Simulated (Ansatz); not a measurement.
# SbHF₂: ionisation energy by level of theory

An exercise on one series of results from a longer session: the logs are not shown, and one member is left open.

The runs use Ansatz 0.2.0, Gaussian basis; unrestricted cation, the program's frozen cores in correlated methods.

Levels to be run: UKS PBE-D4/def2-TZVPP; UKS r2SCAN-D4/def2-TZVPP; UKS PBE0-D4/def2-TZVPP; UKS B3LYP-D4/def2-TZVPP; UKS wB97X-V/def2-TZVPP; UKS wB97M-V/def2-TZVPP; UKS B2PLYP/def2-TZVPP; UHF-CCSD(T)/def2-TZVPP; UHF-CCSD(T)/def2-QZVPP; extrapolation to the limit; then −ε(HOMO) from the neutral's earlier runs with LDA (SPW92), PBE-D4, revPBE-D4, BLYP-D4, r2SCAN-D4, B97M-V, PBE0-D4, B3LYP-D4, r2SCANh-D4, r2SCAN0-D4, HSE06-D4, BHLYP-D4, CAM-B3LYP-D4, LC-ωPBE, ωB97X-V, ωB97M-V.

## The geometry

All runs share one geometry, relaxed beforehand with PBE0-D4 in a triple-zeta def2 set. Sb takes the def2 core potential; no spin-orbit term is included.

4 atoms, charge 0, spin multiplicity 1.

Atoms are counted from 1 here; the program's logs count them from 0.

Bond lengths: F1–Sb2 1.902 Å, Sb2–F3 1.902 Å, Sb2–H4 1.724 Å. Angles: F1–Sb2–F3 95.6°, F1–Sb2–H4 92.9°, F3–Sb2–H4 92.9°.

The first run:

in.yaml

```yaml
crystal:
  periodic: [false, false, false]
  atoms:
    - {symbol: F, position_ang: [1.118465, -0.685864, 0.970600]}
    - {symbol: Sb, position_ang: [-0.574266, -0.447223, 0.135817]}
    - {symbol: F, position_ang: [-0.605206, 1.446416, 0.315602]}
    - {symbol: H, position_ang: [0.116508, -0.373630, -1.442419]}
basis:
  gaussian: {orbitals: def2-TZVPP}
total_charge: 1
magnetization: {spin_polarized: true, initial_magnetization: 1}
hamiltonian: {xc: pbe, dispersion: d4}
```

The run is started by

```bash
> ansatz run in.yaml --threads 2 --pin off --events-out ev --progress --plain --max-ram 32768MiB --backend cpu
```

Steps of the session up to this table: Cation, UKS PBE-D4/def2-TZVPP; Cation, UKS r2SCAN-D4/def2-TZVPP; Cation, UKS PBE0-D4/def2-TZVPP; Cation, UKS B3LYP-D4/def2-TZVPP; Cation, UKS wB97X-V/def2-TZVPP; Cation, UKS wB97M-V/def2-TZVPP; Cation, UKS B2PLYP (frozen core)/def2-TZVPP; Cation, UHF-CCSD(T)/def2-TZVPP; Cation, UHF-CCSD(T)/def2-QZVPP.

One table of the session follows, with a row left open; its other results are not shown here.

For comparison, −ε(HOMO) of the neutral from earlier runs:

| functional | −ε(HOMO) (eV) |
| --- | --- |
| LDA (SPW92) | 7.22 |
| PBE-D4 | 7.06 |
| revPBE-D4 | 7.01 |
| BLYP-D4 | 6.99 |
| r2SCAN-D4 | 7.40 |
| B97M-V | 7.37 |
| PBE0-D4 | 8.33 |
| B3LYP-D4 | 8.16 |
| r2SCANh-D4 | 7.87 |
| r2SCAN0-D4 | 8.55 |
| HSE06-D4 | 7.93 |
| BHLYP-D4 | 9.49 |
| CAM-B3LYP-D4 | 9.67 |
| LC-ωPBE | ? |
| ωB97X-V | 10.59 |
| ωB97M-V | 10.48 |

Estimate the missing values for LC-ωPBE.

The run gave: −ε(HOMO) (eV): 10.90. In the column «−ε(HOMO) (eV)» it is the highest.
